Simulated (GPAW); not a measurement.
**Sn2PdAu: band structure with PBEsol**

Sn2PdAu:

```
Au Sn Pd
1.0
     4.16302    0.00000    0.00000
    -2.08151    3.60528    0.00000
     0.00000    0.00000    5.69830
Au Sn Pd
1 2 1
Direct
  0.00000 0.00000 0.50000
  0.66667 0.33333 0.76453
  0.33333 0.66667 0.23547
  0.00000 0.00000 0.00000
```

The cell comes from a database or a generator and needn't be the stable form of this composition.

- Program: GPAW 26.7.0
- Task: band structure
- Functional: PBEsol
- Potentials or basis: PAW data sets generated in the run's folder for this functional
- Cutoff: 600 eV
- Basis: pw
- k mesh: 5 × 5 × 3
- Occupations: fermi-dirac, width 0.05 eV
- Spin: no spin polarisation
- Maxiter: 150
- Band path: GMKGALHA,LM,KH
- Band points: 80

```json
{
  "Pressure": "-2.3 GPa",
  "Largest force": "0.019 eV/Å",
  "Band gap along the path": "none (metal or under the smearing width)"
}
```

Forces in eV/Å, atoms in the order of the input:
```
Au   0.000  0.000  0.000
Sn   0.000  0.000  0.019
Sn   0.000  0.000 -0.019
Pd   0.000  0.000  0.000
```

Stress tensor (GPa, compression positive):
```
-1.95  0.00  0.00
 0.00 -1.95  0.00
 0.00  0.00 -3.07
```

Levels at the corners of the path, in eV from the Fermi level:
```tsv
point	band 24	band 25	band 26	band 27	band 28	band 29	band 30	band 31
Γ	-2.78	-2.78	-0.52	1.72	1.72	3.70	4.10	4.10
M	-2.78	-2.59	-2.16	-1.80	-1.31	-0.19	1.28	4.45
K	-2.89	-2.89	-2.70	-1.15	0.08	0.08	1.38	1.38
Γ	-2.78	-2.78	-0.52	1.72	1.72	3.70	4.10	4.10
A	-3.18	-3.18	0.26	0.85	3.28	3.28	3.30	3.30
L	-3.68	-2.97	-2.80	-2.49	0.93	1.31	2.30	2.83
H	-3.79	-3.00	-2.29	-2.29	-1.64	-1.64	5.09	5.09
A	-3.18	-3.18	0.26	0.85	3.28	3.28	3.30	3.30
L	-3.68	-2.97	-2.80	-2.49	0.93	1.31	2.30	2.83
M	-2.78	-2.59	-2.16	-1.80	-1.31	-0.19	1.28	4.45
K	-2.89	-2.89	-2.70	-1.15	0.08	0.08	1.38	1.38
H	-3.79	-3.00	-2.29	-2.29	-1.64	-1.64	5.09	5.09
```

Wall time 4.2 min on 1 thread of Arm Neoverse V2 (shared host), peak memory 0.56 GiB.

Caveat: the k mesh is coarse (spacing up to 0.37 Å⁻¹), so the values aren't converged; with this Au data set, volumes or pressures lay over 1.5 % or 2 GPa off other programs in two to four cells of ten; spin-orbit coupling is left out, which moves the levels of the heavy elements.
